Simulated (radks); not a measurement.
**Se³⁺ in [Ar] 3d10 4s2 4p1: an all-electron calculation**

The task here is to estimate one member of a computed series from the others.

The numbers are computed with radks (a radial shooting solver on a logarithmic mesh, Libxc functionals) version 1 (scalar-relativistic Kohn-Sham, XLYP, spin-unpolarised, spherical densities, point nucleus), except any that are marked as measured or tabulated.

### What is computed

| Quantity | Value |
| --- | --- |
| element | selenium (Z = 34) |
| charge | +3 |
| electrons | 31 |
| configuration | [Ar] 3d10 4s2 4p1 |

The outer shells:

Se³⁺
```
[Ar] core
3d [↑↓][↑↓][↑↓][↑↓][↑↓]
4s [↑↓]
4p [↑ ][  ][  ]
```

The first run:

Settings of this run:

```text
Z 34
configuration [Ar] 3d10 4s2 4p1 5s0 4d0
relativity scalar-relativistic
functional xlyp
spin unpolarised
nucleus point
c 137.035999084
```

Run with:

```sh
$ python run_ks.py task.json out
```

All runs below come from this command, one after another.

Among the steps run: Self-consistent calculation.

One table of the session follows, with a row left open; its other results are not shown here.

It belongs to the step «Orbitals and density». From the orbitals of this run (lengths in bohr):

```
level     <r>  outermost maximum (interpolated)  90 % within  nodes
   1s       ?                                 ?            ?      ?
   2s  0.1959                             0.164        0.303      1
   2p  0.1711                             0.132        0.279      0
   3s  0.5738                             0.502        0.856      2
   3p  0.5891                             0.500        0.902      1
   3d  0.6267                             0.452         1.04      0
   4s   1.639                              1.44         2.40      3
   4p   1.889                              1.64         2.80      2
   4d   2.706                              2.33         4.05      1
   5s   3.634                              3.49         5.13      4
```

**Question.** Estimate the row for 1s.

**Answer.** <r>: 0.04408; outermost maximum (interpolated): 0.0288; 90 % within: 0.0788; nodes: 0. In the column «<r>» it is the lowest.

Limits of these values: Spin polarisation and multiplet splitting are left out.
